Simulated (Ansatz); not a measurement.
This script for Ansatz's Python interface starts 4 runs on La₂O₃, space group P-3m1. What input does the engine get in each?

Script `run_lattice.py`:
```python
"""How the lattice of La2O3 depends on the functional."""

from dataclasses import dataclass
import logging
import sys

import ansatz
import numpy as np

logging.basicConfig(stream=sys.stdout, format="[%(levelname)s] %(message)s")
logger = logging.getLogger("calc")
logger.setLevel(logging.INFO)


@dataclass(frozen=True)
class Options:
    occupations: str = "Fixed"
    kgrid: tuple[int, ...] = (6, 6, 4)
    fmax: float = 0.005


settings = Options()

def edges_and_angles(cell):
    cell = np.asarray(cell)
    a, b, c = np.linalg.norm(cell, axis=1)
    cosines = cell[1] @ cell[2] / (b * c), cell[0] @ cell[2] / (a * c), cell[0] @ cell[1] / (a * b)
    return (a, b, c, *np.degrees(np.arccos(cosines)))


def main() -> None:
    vectors = np.array([
        [3.930778, 0.0, 0.0],
        [-1.965389, 3.404153, 0.0],
        [0.0, 0.0, 6.111954],
    ])
    system = (
        ansatz.Lattice.of(vectors)
        .atom("La", (2 / 3, 1 / 3, 0.753764))
        .atom("La", (1 / 3, 2 / 3, 0.246236))
        .atom("O", (2 / 3, 1 / 3, 0.354109))
        .atom("O", (1 / 3, 2 / 3, 0.645891))
        .atom("O", (0.0, 0.0, 0.0))
    )

    calc = (
        system.calculation()
        .basis(21 * ansatz.Ha)
        .occupations(settings.occupations)  # whole-number filling, right only where there is a gap
        .kpoints(*settings.kgrid)  # the mesh must be finer for metals
        .relax(cell=True, force_tolerance=settings.fmax)  # relax until the tolerances are met
    )

    levels = [("revpbe", "d3bj"), ("rpbe", "none"), ("pbe", "d3bj"), ("r2scan", "d4")]
    logger.info("level            a       b       c    alpha   beta  gamma  V/atom  steps")
    for name, dispersion in levels:
        seen = []
        run = calc.functional(name, dispersion=dispersion).session().plan()
        done = run.execute(on_event=lambda e: seen.append(e) if e["event"] == "relax_step" else None)
        cell = done.lattice.cell_ang
        label = name if dispersion == "none" else f"{name}+{dispersion}"
        print("{:13s} {:7.4f} {:7.4f} {:7.4f} {:6.2f} {:6.2f} {:6.2f}".format(label, *edges_and_angles(cell)), f"{abs(np.linalg.det(cell)) / len(done.lattice.sites):7.3f} {len(seen):5d}")


if __name__ == "__main__":
    main()
```

Run 1:
```yaml
crystal:
  lattice:
    - [3.930778, 0.0, 0.0]
    - [-1.965389, 3.404153, 0.0]
    - [0.0, 0.0, 6.111954]
  atoms:
    - { symbol: La, position: [0.6666666666666666, 0.3333333333333333, 0.753764] }
    - { symbol: La, position: [0.3333333333333333, 0.6666666666666666, 0.246236] }
    - { symbol: O, position: [0.6666666666666666, 0.3333333333333333, 0.354109] }
    - { symbol: O, position: [0.3333333333333333, 0.6666666666666666, 0.645891] }
    - { symbol: O, position: [0.0, 0.0, 0.0] }
basis:
  ecutwfc: 571.4391111657479
kpoints:
  mp_grid:
    grid: [6, 6, 4]
hamiltonian:
  xc: revpbe
  dispersion: d3bj
scf:
  occupations:
    method: fixed
relax:
  f_tol: 0.005
  cell: {}
```

Run 2, against run 1:
```diff
-  xc: revpbe
-  dispersion: d3bj
+  xc: rpbe
+  dispersion: none
```

Run 3, against run 1:
```diff
-  xc: revpbe
+  xc: pbe
```

Run 4, against run 1:
```diff
-  xc: revpbe
-  dispersion: d3bj
+  xc: r2scan
+  dispersion: d4
```

```console
$ python run_lattice.py
[INFO] level            a       b       c    alpha   beta  gamma  V/atom  steps
revpbe+d3bj    3.9237  3.9237  6.0989  90.00  90.00 120.00  16.263     5
rpbe           3.9637  3.9637  6.2893  90.00  90.00 120.00  17.115     7
pbe+d3bj       3.9224  3.9224  6.1006  90.00  90.00 120.00  16.257     6
r2scan+d4      3.9288  3.9288  6.0961  90.00  90.00 120.00  16.298     5
```

From smallest to largest: PBE+D3BJ (16.26 Å³ an atom, -0.6 % against the start), revPBE+D3BJ (16.26 Å³ an atom, -0.6 % against the start), r2SCAN+D4 (16.30 Å³ an atom, -0.4 % against the start) and RPBE (17.11 Å³ an atom, +4.6 % against the start). The spread is 5.3 % in volume.

The structure comes from a database of computed cells and needn't be a stable or known phase. Finished in 100 s on 1 thread of Arm Neoverse V2, on a shared host, peak memory 0.72 GiB.

(A comment or docstring line of the script was reworded after the run, the code is as it ran.)
